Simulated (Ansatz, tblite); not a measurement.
**SiBrH3 (SiH₃Br): removing an electron**

Aim: the energy of removing an electron for SiBrH3 (SiH₃Br), by energy differences, and how well orbital energies stand in for it.

Method: as each input shows; program: Ansatz 0.2.0, Gaussian basis.

Plan: charge +1 doublet, at the geometry of the singlet (PBE0-D4/def2-TZVP, PBE-D4/def2-TZVP, r2SCAN-D4/def2-TZVP, CCSD(T)/def2-TZVPP); charge +1 doublet, relaxed (PBE0-D4/def2-TZVP, PBE-D4/def2-TZVP); the starting singlet's energies come from earlier runs.

## 1. The relaxed structure

The geometry is that of the singlet, from an earlier relaxation (PBE-D4/def2-TZVP).

5 atoms, charge 0, spin multiplicity 1.

Atoms are counted from 1 here; the program's logs count them from 0.

Bond lengths: Si1–Br2 2.235 Å, Si1–H3 1.491 Å, Si1–H4 1.491 Å, Si1–H5 1.491 Å. Angles: Br2–Si1–H3 108.4°, Br2–Si1–H4 108.4°, Br2–Si1–H5 108.4°, H3–Si1–H4 110.6°, H3–Si1–H5 110.6°, H4–Si1–H5 110.6°.

## 2. Charge +1 doublet at the fixed geometry, PBE0-D4/def2-TZVP

Input file in.yaml:

```yaml
crystal:
  periodic: [false, false, false]
  atoms:
    - {symbol: Si, position_ang: [-0.001042, 0.001642, -0.165108]}
    - {symbol: Br, position_ang: [0.012928, -0.020689, 2.069699]}
    - {symbol: H, position_ang: [1.411317, 0.011305, -0.643704]}
    - {symbol: H, position_ang: [-0.715816, 1.229498, -0.618188]}
    - {symbol: H, position_ang: [-0.707386, -1.221766, -0.642708]}
basis:
  gaussian: {orbitals: def2-TZVP}
total_charge: 1
magnetization: {spin_polarized: true, initial_magnetization: 1}
hamiltonian: {xc: pbe0, dispersion: d4}
output: {orbitals: {seedname: orbitals}}
```

Started as:

```bash
$ ansatz run in.yaml --threads 4 --pin off --events-out ev --progress --plain --max-ram 3916MiB
```

What it wrote:

```text
Functional definition: PBE0
  name "PBE0"
  cite "Adamo & Barone, J. Chem. Phys. 110, 6158 (1999) doi:10.1063/1.478522"
  cite "Perdew, Burke & Ernzerhof, Phys. Rev. Lett. 77, 3865 (1996) doi:10.1103/PhysRevLett.77.3865"
  parent pbe
  parameter a = 0.25
  parameter kappa = 0.804
  parameter beta = 0.06672455060314922
  exchange = (1 - a)*pbe_x(kappa = kappa, mu = beta*pi^2/3) + a*exact_x
  correlation = pbe_c(beta = beta)
813 factors; their error is unknown
mean field evaluation 1: about -77950.6105 eV, gradient 1.0e1 eV
mean field evaluation 2: about -77950.8298 eV, gradient 8.1e0 eV
mean field evaluation 4: about -77951.2541 eV, gradient 9.7e-1 eV
mean field evaluation 8: about -77951.7268 eV, gradient 2.9e-1 eV
mean field evaluation 16: about -77951.7270 eV, gradient 1.1e-4 eV
mean field evaluation 32: about -77951.7270 eV, gradient 1.7e-6 eV
mean field evaluation 64: about -77951.7270 eV, gradient 4.1e-6 eV
mean field -77951.72701417 eV, -2864.6731301925 hartree, gradient 1.3e-6 eV, S^2 0.755882; 2 other end points of the search recorded, 0 dependent functions left out
reference -77951.72704152 eV, -2864.6731311976 hartree; 26, 25 occupied and 77, 78 virtual orbitals, 813 factors
Total energy: -77951.78184634 eV, -2864.6751452374 hartree
```

Run time: 11 s. Hardware: 4 threads of Arm Neoverse V2, shared host.

From the report: HOMO -15.21 eV, LUMO -13.17 eV (over both spins); ⟨S²⟩ 0.756 (pure: 0.75).

## 3. Charge +1 doublet at the fixed geometry, PBE-D4/def2-TZVP

start.molden holds the orbitals of an earlier run on this state, given as this run's starting guess.

Changes to in.yaml since step 2:

```diff
@@ -9,6 +9,7 @@
 basis:
-  gaussian: {orbitals: def2-TZVP}
+  gaussian: {orbitals: def2-TZVP, initial_orbitals: start.molden}
 total_charge: 1
 magnetization: {spin_polarized: true, initial_magnetization: 1}
-hamiltonian: {xc: pbe0, dispersion: d4}
+hamiltonian: {xc: pbe, dispersion: d4}
+scf: {omitted_lower_state_checks: [starts]}
 output: {orbitals: {seedname: orbitals}}
```

Launched as before.

What it wrote:

```text
Functional definition: PBE
  name "PBE"
  cite "Perdew, Burke & Ernzerhof, Phys. Rev. Lett. 77, 3865 (1996) doi:10.1103/PhysRevLett.77.3865"
  parent pbe
  parameter kappa = 0.804
  parameter beta = 0.06672455060314922
  exchange = pbe_x(kappa = kappa, mu = beta*pi^2/3)
  correlation = pbe_c(beta = beta)
these checks for a lower state are left out or cut short: starts
760 factors; their error is unknown
mean field evaluation 1: about -77948.5605 eV, gradient 7.2e0 eV
mean field evaluation 2: about -77948.6561 eV, gradient 2.0e-1 eV
mean field evaluation 4: about -77948.6294 eV, gradient 7.4e-3 eV
mean field evaluation 8: about -77948.6294 eV, gradient 8.6e-5 eV
mean field evaluation 16: about -77948.6294 eV, gradient 2.3e-6 eV
mean field -77948.62943796 eV, -2864.5592963663 hartree, gradient 2.3e-6 eV, S^2 0.752957; 0 other end points of the search recorded, 0 dependent functions left out
reference -77948.62947403 eV, -2864.5592976917 hartree; 26, 25 occupied and 77, 78 virtual orbitals, 760 factors
Total energy: -77948.69493832 eV, -2864.5617034603 hartree
Checks for a lower state left out: starts
```

It took 1.6 s on 4 threads of Arm Neoverse V2, shared host.

Report: HOMO -13.87 eV, LUMO -13.91 eV (over both spins; with the spin held, an empty level of the minority spin lies below the top filled one); ⟨S²⟩ 0.753 (pure: 0.75).

## 4. Charge +1 doublet at the fixed geometry, r2SCAN-D4/def2-TZVP

Changes to in.yaml since step 3:

```diff
@@ -12,3 +12,3 @@
 magnetization: {spin_polarized: true, initial_magnetization: 1}
-hamiltonian: {xc: pbe, dispersion: d4}
+hamiltonian: {xc: r2scan, dispersion: d4}
 scf: {omitted_lower_state_checks: [starts]}
```

Same command.

What it wrote, cut to the lines that bear on the results:

```text
Functional definition: r2SCAN
  name "r2SCAN"
  cite "Furness, Kaplan, Ning, Perdew & Sun, J. Phys. Chem. Lett. 11, 8208 (2020) doi:10.1021/acs.jpclett.0c02405"
  cite "Furness, Kaplan, Ning, Perdew & Sun, J. Phys. Chem. Lett. 11, 9248 (2020) doi:10.1021/acs.jpclett.0c03077"
  parent r2scan
[...]
760 factors; their error is unknown
[...]
mean field -77962.09649026 eV, -2865.0542014100 hartree, gradient 9.9e-6 eV, S^2 0.756842; 0 other end points of the search recorded, 0 dependent functions left out
reference -77962.09650308 eV, -2865.0542018814 hartree; 26, 25 occupied and 77, 78 virtual orbitals, 760 factors
Total energy: -77962.11010908 eV, -2865.0547018926 hartree
Checks for a lower state left out: starts
```

Run time: 4.4 s. Hardware: 4 threads of Arm Neoverse V2, shared host.

From the report: HOMO -14.22 eV, LUMO -13.89 eV (over both spins); ⟨S²⟩ 0.757 (pure: 0.75).

## 5. Charge +1 doublet at the fixed geometry, CCSD(T)/def2-TZVPP

Changes to in.yaml since step 4:

```diff
@@ -9,7 +9,7 @@
 basis:
-  gaussian: {orbitals: def2-TZVP, initial_orbitals: start.molden}
+  gaussian: {orbitals: def2-TZVPP, initial_orbitals: start.molden}
 total_charge: 1
 magnetization: {spin_polarized: true, initial_magnetization: 1}
-hamiltonian: {xc: r2scan, dispersion: d4}
-scf: {omitted_lower_state_checks: [starts]}
+correlation: {method: ccsd_t}
+scf: {omitted_lower_state_checks: [starts, cluster_reference]}
 output: {orbitals: {seedname: orbitals}}
```

Launched as before.

What it wrote, cut to the lines that bear on the results:

```text
Functional definition: HF
  name "HF"
  cite "Fock, Z. Phys. 61, 126 (1930) doi:10.1007/BF01340294"
  parent pbe
[...]
794 factors; integrals over basis functions are off by at most 8.8e-4 eV
[...]
mean field -77900.17545301 eV, -2862.7786452627 hartree, gradient 1.8e-11 eV, S^2 0.760707; 0 other end points of the search recorded, 0 dependent functions left out
14 core orbitals not correlated: weight in the atoms' cores, before any rotation towards them, 1.000 or more for the frozen orbitals, at most 0.000 for the correlated occupied ones
reference -77900.17545301 eV, -2862.7786452627 hartree; 12, 11 occupied and 106, 107 virtual orbitals, 794 factors
second order -10.00523643 eV of doubles, -0.00000000 eV of singles
cycle   1  -10.55437019 eV  change   -5.5e-1 eV  update   7.4e-2
[...]
cycle  10  -10.94415365 eV  change    8.7e-6 eV  update   2.3e-5
perturbative correction -0.33285789 eV, -0.0122323017 hartree
Total energy: -77911.45246455 eV, -2863.1930677930 hartree
Checks for a lower state left out: starts, cluster_reference
```

Run time: 21 s. Hardware: 4 threads of Arm Neoverse V2, shared host; peak memory 1.4 GiB.

From the report: Hartree-Fock HOMO -18.38 eV, LUMO -8.83 eV (over both spins); ⟨S²⟩ 0.761 (pure: 0.75); T1 0.020.

## 6. Vertical ionisation energy

Charged state less starting state, singlet to doublet; the starting state's energies are those of its earlier runs.

| method | vertical ionisation energy (eV) | from CCSD(T)/def2-TZVPP (eV) | time |
| --- | --- | --- | --- |
| HF/def2-TZVPP | 10.08 | -0.88 |  |
| PBE-D4/def2-TZVP | 10.61 | -0.35 | 2 s |
| r2SCAN-D4/def2-TZVP | 10.79 | -0.17 | 5.4 s |
| PBE0-D4/def2-TZVP | 10.85 | -0.11 | 12 s |
| MP2/def2-TZVPP | 11.11 | +0.15 |  |
| CCSD/def2-TZVPP | 10.92 | -0.04 |  |
| CCSD(T)/def2-TZVPP | 10.96 | 0 | 25 s |

Times add the two runs; a level without a time comes out of a correlated run.

Beside −ε(HOMO) of the starting state:

| level | −ε(HOMO) (eV) | by difference (eV) | mismatch (eV) |
| --- | --- | --- | --- |
| PBE-D4/def2-TZVP | 7.20 | 10.61 | -3.41 |
| r2SCAN-D4/def2-TZVP | 7.53 | 10.79 | -3.26 |
| PBE0-D4/def2-TZVP | 8.47 | 10.85 | -2.38 |

## 7. Relaxing the charge +1 doublet

Changes to in.yaml since step 5:

```diff
@@ -9,7 +9,8 @@
 basis:
-  gaussian: {orbitals: def2-TZVPP, initial_orbitals: start.molden}
+  gaussian: {orbitals: def2-TZVP}
 total_charge: 1
 magnetization: {spin_polarized: true, initial_magnetization: 1}
-correlation: {method: ccsd_t}
-scf: {omitted_lower_state_checks: [starts, cluster_reference]}
+hamiltonian: {xc: pbe, dispersion: d4}
+scf: {omitted_lower_state_checks: [starts]}
 output: {orbitals: {seedname: orbitals}}
+relax: {f_tol: 0.02, max_steps: 100}
```

Same command.

What it wrote, cut to the lines that bear on the results:

```text
Functional definition: PBE
  name "PBE"
  cite "Perdew, Burke & Ernzerhof, Phys. Rev. Lett. 77, 3865 (1996) doi:10.1103/PhysRevLett.77.3865"
  parent pbe
[...]
760 factors; their error is unknown
[...]
mean field -77948.62943796 eV, -2864.5592963663 hartree, gradient 5.5e-6 eV, S^2 0.752957; 0 other end points of the search recorded, 0 dependent functions left out
[...]
reference -77948.62947403 eV, -2864.5592976917 hartree; 26, 25 occupied and 77, 78 virtual orbitals, 760 factors
relax step   1: F+E_penalty+E_count = -77948.69490226 eV  Δ(F+E_penalty+E_count) = +0.000e0 eV  max|allowed force component| = 1.162e0 eV/Å  Δτ_max = 0.0000 Å  (64 SCF iters, accepted)
[...]
relax step   6: F+E_penalty+E_count = -77948.85139548 eV  Δ(F+E_penalty+E_count) = +5.244e-4 eV  max|allowed force component| = 1.462e-1 eV/Å  Δτ_max = 0.0152 Å  (33 SCF iters, rejected (line search))
[...]
760 factors; their error is unknown
mean field -77948.78615403 eV, -2864.5650555758 hartree, gradient 2.3e-5 eV, S^2 0.752979; 0 other end points of the search recorded, 0 dependent functions left out
[...]
reference -77948.78618965 eV, -2864.5650568848 hartree; 26, 25 occupied and 77, 78 virtual orbitals, 760 factors
Total energy: -77948.85213222 eV, -2864.5674802293 hartree
Atom 0 at    -0.148342     0.002045    -0.254034 Å, force    -0.000319    -0.000134     0.001599 eV/Å
Atom 1 at     0.203129    -0.019196     1.984053 Å, force     0.000029     0.000060     0.001362 eV/Å
Atom 2 at     1.394984     0.008589    -0.377487 Å, force     0.001354     0.000006    -0.000867 eV/Å
Atom 3 at    -0.729366     1.305355    -0.663277 Å, force    -0.000542     0.001352    -0.000979 eV/Å
Atom 4 at    -0.720405    -1.296804    -0.689263 Å, force    -0.000522    -0.001285    -0.001116 eV/Å
Dipole moment:    -0.073522     0.006922    -0.714832 e Å
Checks for a lower state left out: starts
```

Wall time 8.5 s (4 threads of Arm Neoverse V2, shared host).

Along the way:

| step | energy from step 1 (eV) | largest force component (eV/Å) |
| --- | --- | --- |
| 1 | 0.0000 | 1.1619 |
| 2 | -0.1194 | 0.3997 |
| 3 | -0.1501 | 0.1890 |
| 4 | -0.1562 | 0.1107 |
| 5 | -0.1570 | 0.0438 |
| 6 | -0.1565 | 0.1462 |
| 7 | -0.1572 | 0.0016 |

Close pairs (by a distance rule), those that changed most:

| bond | before (Å) | after (Å) | change (Å) |
| --- | --- | --- | --- |
| Si1–H3 | 1.491 | 1.548 | +0.057 |
| Si1–Br2 | 2.235 | 2.266 | +0.031 |
| Si1–H4 | 1.491 | 1.484 | -0.007 |
| Si1–H5 | 1.491 | 1.484 | -0.007 |

## 8. Charge +1 doublet, PBE0-D4/def2-TZVP

Input file in.yaml:

```yaml
crystal:
  periodic: [false, false, false]
  atoms:
    - {symbol: Si, position_ang: [-0.148342, 0.002045, -0.254034]}
    - {symbol: Br, position_ang: [0.203129, -0.019196, 1.984053]}
    - {symbol: H, position_ang: [1.394984, 0.008589, -0.377487]}
    - {symbol: H, position_ang: [-0.729366, 1.305355, -0.663277]}
    - {symbol: H, position_ang: [-0.720405, -1.296804, -0.689263]}
basis:
  gaussian: {orbitals: def2-TZVP, initial_orbitals: start.molden}
total_charge: 1
magnetization: {spin_polarized: true, initial_magnetization: 1}
hamiltonian: {xc: pbe0, dispersion: d4}
scf: {omitted_lower_state_checks: [starts]}
output: {orbitals: {seedname: orbitals}}
```

The command is unchanged.

What it wrote:

```text
Functional definition: PBE0
  name "PBE0"
  cite "Adamo & Barone, J. Chem. Phys. 110, 6158 (1999) doi:10.1063/1.478522"
  cite "Perdew, Burke & Ernzerhof, Phys. Rev. Lett. 77, 3865 (1996) doi:10.1103/PhysRevLett.77.3865"
  parent pbe
  parameter a = 0.25
  parameter kappa = 0.804
  parameter beta = 0.06672455060314922
  exchange = (1 - a)*pbe_x(kappa = kappa, mu = beta*pi^2/3) + a*exact_x
  correlation = pbe_c(beta = beta)
these checks for a lower state are left out or cut short: starts
813 factors; their error is unknown
mean field evaluation 1: about -77951.3555 eV, gradient 7.3e0 eV
mean field evaluation 2: about -77951.4385 eV, gradient 1.5e-1 eV
mean field evaluation 4: about -77951.9087 eV, gradient 5.7e-3 eV
mean field -77951.90867716 eV, -2864.6798061842 hartree, gradient 1.9e-5 eV, S^2 0.755812; 0 other end points of the search recorded, 0 dependent functions left out
reference -77951.90870403 eV, -2864.6798071718 hartree; 26, 25 occupied and 77, 78 virtual orbitals, 813 factors
Total energy: -77951.96382908 eV, -2864.6818329798 hartree
Checks for a lower state left out: starts
```

Wall time 1.1 s (4 threads of Arm Neoverse V2, shared host).

HOMO -15.27 eV, LUMO -12.56 eV (over both spins); ⟨S²⟩ 0.756 (pure: 0.75).

## 9. Charge +1 doublet, PBE-D4/def2-TZVP

Changes to in.yaml since step 8:

```diff
@@ -12,3 +12,3 @@
 magnetization: {spin_polarized: true, initial_magnetization: 1}
-hamiltonian: {xc: pbe0, dispersion: d4}
+hamiltonian: {xc: pbe, dispersion: d4}
 scf: {omitted_lower_state_checks: [starts]}
```

Same command.

What it wrote:

```text
Functional definition: PBE
  name "PBE"
  cite "Perdew, Burke & Ernzerhof, Phys. Rev. Lett. 77, 3865 (1996) doi:10.1103/PhysRevLett.77.3865"
  parent pbe
  parameter kappa = 0.804
  parameter beta = 0.06672455060314922
  exchange = pbe_x(kappa = kappa, mu = beta*pi^2/3)
  correlation = pbe_c(beta = beta)
these checks for a lower state are left out or cut short: starts
760 factors; their error is unknown
mean field evaluation 1: about -77948.7313 eV, gradient 7.2e0 eV
mean field evaluation 2: about -77948.8128 eV, gradient 1.5e-1 eV
mean field evaluation 4: about -77948.7862 eV, gradient 2.8e-3 eV
mean field evaluation 8: about -77948.7862 eV, gradient 2.5e-5 eV
mean field -77948.78615519 eV, -2864.5650556185 hartree, gradient 1.4e-5 eV, S^2 0.752979; 0 other end points of the search recorded, 0 dependent functions left out
reference -77948.78619083 eV, -2864.5650569281 hartree; 26, 25 occupied and 77, 78 virtual orbitals, 760 factors
Total energy: -77948.85213339 eV, -2864.5674802726 hartree
Checks for a lower state left out: starts
```

Wall time 0.95 s (4 threads of Arm Neoverse V2, shared host).

From the report: HOMO -13.87 eV, LUMO -13.40 eV (over both spins); ⟨S²⟩ 0.753 (pure: 0.75).

## 10. Adiabatic ionisation energy

Charged state less starting state, singlet to doublet; the starting state's energies are those of its earlier runs.

| level | adiabatic ionisation energy (eV) | time |
| --- | --- | --- |
| PBE-D4/def2-TZVP | +10.45 | 1.4 s |
| PBE0-D4/def2-TZVP | +10.67 | 2 s |

Times add the two runs; a level without a time comes out of a correlated run.

## 11. Results

| quantity | value |
| --- | --- |
| vertical ionisation energy, functionals in def2-TZVP | 10.61 (PBE-D4) to 10.85 eV (PBE0-D4) |
| vertical ionisation energy, CCSD(T)/def2-TZVPP | 10.96 eV |
| adiabatic ionisation energy, functionals in def2-TZVP | 10.45 (PBE-D4) to 10.67 eV (PBE0-D4) |
| relaxation of the cation side, PBE-D4/def2-TZVP | 0.16 eV |

In words: The vertical ionisation energy spans 10.61 to 10.85 eV over the functionals, beside 10.96 eV from CCSD(T)/def2-TZVPP. −ε(HOMO) misses the level's own difference by -2.38 eV at best (PBE0-D4) and -3.41 eV at worst (PBE-D4). CCSD(T)/def2-TZVPP isn't at the basis-set limit; small misses against it rank nothing. The adiabatic ionisation energy spans 10.45 to 10.67 eV over the functionals. Relaxing the oxidised state gains 0.16 eV at PBE-D4/def2-TZVP.
